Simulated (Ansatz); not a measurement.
# C3H9BO2: up Jacob's ladder to CCSD(T)

One table from this session's results is given with a row withheld; the runs are named, their logs left out.

Method: functionals in def2-TZVPP, the program's frozen cores in correlated methods; program: Ansatz 0.2.0, Gaussian basis.

Levels to be run: PBE-D4, r2SCAN-D4, PBE0-D4, B3LYP-D4, ωB97X-V, ωB97M-V, B2PLYP; CCSD(T)/def2-TZVPP; MP2/def2-QZVPP; extrapolation to the limit.

### The relaxed structure

An earlier PBE0-D4 in a triple-zeta def2 set relaxation fixed the geometry.

15 atoms, charge 0, spin multiplicity 1.

Atoms are counted from 1 here; the program's logs count them from 0.

Bond lengths: C1–C2 1.530 Å, C1–H7 1.094 Å, C1–H8 1.091 Å, C1–H9 1.095 Å, C2–C3 1.525 Å, C2–B4 1.582 Å, C2–H10 1.099 Å, C3–H11 1.094 Å, C3–H12 1.096 Å, C3–H13 1.095 Å, B4–O5 1.369 Å, B4–O6 1.363 Å, O5–H14 0.959 Å, O6–H15 0.961 Å. Angles: C2–C1–H7 111.1°, C2–C1–H8 111.4°, C2–C1–H9 111.1°, H7–C1–H8 108.2°, H7–C1–H9 107.3°, H8–C1–H9 107.6°, C1–C2–C3 111.2°, C1–C2–B4 110.8°, C1–C2–H10 107.1°, C3–C2–B4 113.7°, C3–C2–H10 108.1°, B4–C2–H10 105.6°, C2–C3–H11 111.4°, C2–C3–H12 111.3°, C2–C3–H13 112.2°, H11–C3–H12 106.6°, H11–C3–H13 106.9°, H12–C3–H13 108.0° and more.

Set-up of the first run:

Input file in.yaml:

```yaml
crystal:
  periodic: [false, false, false]
  atoms:
    - {symbol: C, position_ang: [0.740447, -0.716832, -1.242879]}
    - {symbol: C, position_ang: [0.060322, 0.343534, -0.373845]}
    - {symbol: C, position_ang: [1.061564, 1.014629, 0.559790]}
    - {symbol: B, position_ang: [-1.196866, -0.262721, 0.370848]}
    - {symbol: O, position_ang: [-1.372388, -0.233966, 1.728608]}
    - {symbol: O, position_ang: [-2.174094, -0.854445, -0.372876]}
    - {symbol: H, position_ang: [1.555198, -0.281977, -1.829498]}
    - {symbol: H, position_ang: [0.032676, -1.178889, -1.932925]}
    - {symbol: H, position_ang: [1.170853, -1.513124, -0.627160]}
    - {symbol: H, position_ang: [-0.339805, 1.110139, -1.052460]}
    - {symbol: H, position_ang: [1.893740, 1.454920, 0.003476]}
    - {symbol: H, position_ang: [1.499308, 0.293650, 1.260099]}
    - {symbol: H, position_ang: [0.606402, 1.820955, 1.144131]}
    - {symbol: H, position_ang: [-0.647643, 0.193418, 2.189624]}
    - {symbol: H, position_ang: [-2.889715, -1.189312, 0.175057]}
basis:
  gaussian: {orbitals: def2-TZVPP}
hamiltonian: {xc: pbe, dispersion: d4}
output: {forces: true, orbitals: {seedname: orbitals}}
```

Launch:

```sh
$ ansatz run in.yaml --threads 2 --pin off --events-out ev --progress --plain --max-ram 22528MiB --backend cuda --devices 0, --max-vram 18GiB
```

Among the steps run: PBE-D4 (GGA); r2SCAN-D4 (meta-GGA); PBE0-D4 (hybrid); B3LYP-D4 (hybrid); ωB97X-V (range-separated); ωB97M-V (range-separated); B2PLYP (double hybrid); CCSD(T) in def2-TZVPP; MP2 in def2-QZVPP.

One of the session's tables, all rows but one given; the rest of the session is left out.

| method | atomisation energy (kcal/mol) |
| --- | --- |
| PBE-D4 | 1506.4 |
| r2SCAN-D4 | 1483.5 |
| PBE0-D4 | 1482.9 |
| B3LYP-D4 | 1477.5 |
| ωB97X-V | 1478.1 |
| ωB97M-V | 1483.4 |
| B2PLYP | ? |
| HF/def2-TZVPP | 1105.9 |
| MP2/def2-TZVPP | 1471.2 |
| CCSD/def2-TZVPP | 1426.1 |
| CCSD(T)/def2-TZVPP | 1445.1 |
| MP2/CBS | 1504.2 |
| CCSD(T)/CBS | 1478.1 |

**Question.** Estimate the row for B2PLYP.

As computed: atomisation energy (kcal/mol): 1465.2. In the column «atomisation energy (kcal/mol)» it lies between CCSD(T)/def2-TZVPP (1445.1) and MP2/def2-TZVPP (1471.2).
